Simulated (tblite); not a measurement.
# C8H19B: the cost of one run

The runs use tblite 0.8.0 and PySCF 2.14.0, with density-fitted response routines of our own; the level of theory stands in each step. All values are computed, except where a source is named. Atoms count from 0, in the outputs and in this text.

## 1. The molecule as given

28 atoms, charge 0, multiplicity 1; geometry from: force field or distance geometry start.

Bonds of the start (Å): C0–B1 1.59, B1–C2 1.61, B1–C3 1.60, C3–C4 1.50, C4–C5 1.49, C5–C6 1.51, C5–C7 1.52, C5–C8 1.52, C0–H9 1.10, C0–H10 1.11, C0–H11 1.09, C2–H12 1.09, C2–H13 1.10, C2–H14 1.11, C3–H15 1.10, C3–H16 1.11, C4–H17 1.13, C4–H18 1.10, C6–H19 1.13, C6–H20 1.11, C6–H21 1.09, C7–H22 1.11, C7–H23 1.12, C7–H24 1.11, C8–H25 1.11, C8–H26 1.10, C8–H27 1.10.

## 2. Optimising the geometry with GFN2-xTB

Job settings and geometry (Å):

```
{"job": {"kind": "relax", "xc": "GFN2-xTB", "basis": "xTB"}, "charge": 0, "multiplicity": 1}
C      2.716200    -1.119500    -0.905500
B      2.193100     0.341500    -0.552200
C      3.377100     1.351600    -0.121100
C      0.756400     0.592700     0.115300
C     -0.247500    -0.230000    -0.641700
C     -1.664800    -0.130900    -0.180700
C     -2.242600     1.267100    -0.219800
C     -1.882300    -0.791600     1.170300
C     -2.469900    -0.937500    -1.188400
H      3.499300    -1.048000    -1.670400
H      3.166500    -1.538500     0.016400
H      1.939700    -1.797900    -1.264700
H      4.349400     0.850800    -0.165200
H      3.419300     2.240200    -0.760600
H      3.197700     1.606800     0.943900
H      0.498500     1.654300    -0.011500
H      0.810100     0.339100     1.189500
H     -0.219500     0.191800    -1.694800
H      0.004700    -1.299400    -0.726400
H     -3.047100     1.384300     0.568300
H     -2.726500     1.393000    -1.208000
H     -1.503700     2.061400    -0.086200
H     -1.436700    -1.806000     1.216100
H     -2.993800    -0.933900     1.267700
H     -1.566900    -0.149900     2.016300
H     -1.819200    -1.229900    -2.040500
H     -3.323500    -0.361500    -1.580000
H     -2.805200    -1.872700    -0.714100
```

On the command line:

```console
OMP_NUM_THREADS=1 python probes_run.py task.json out
```

One launch serves the whole session: the jobs run in the order shown.

**Question.** How long does this first job take on 1 thread of Arm Neoverse N1, shared host?

About 2.9 s.
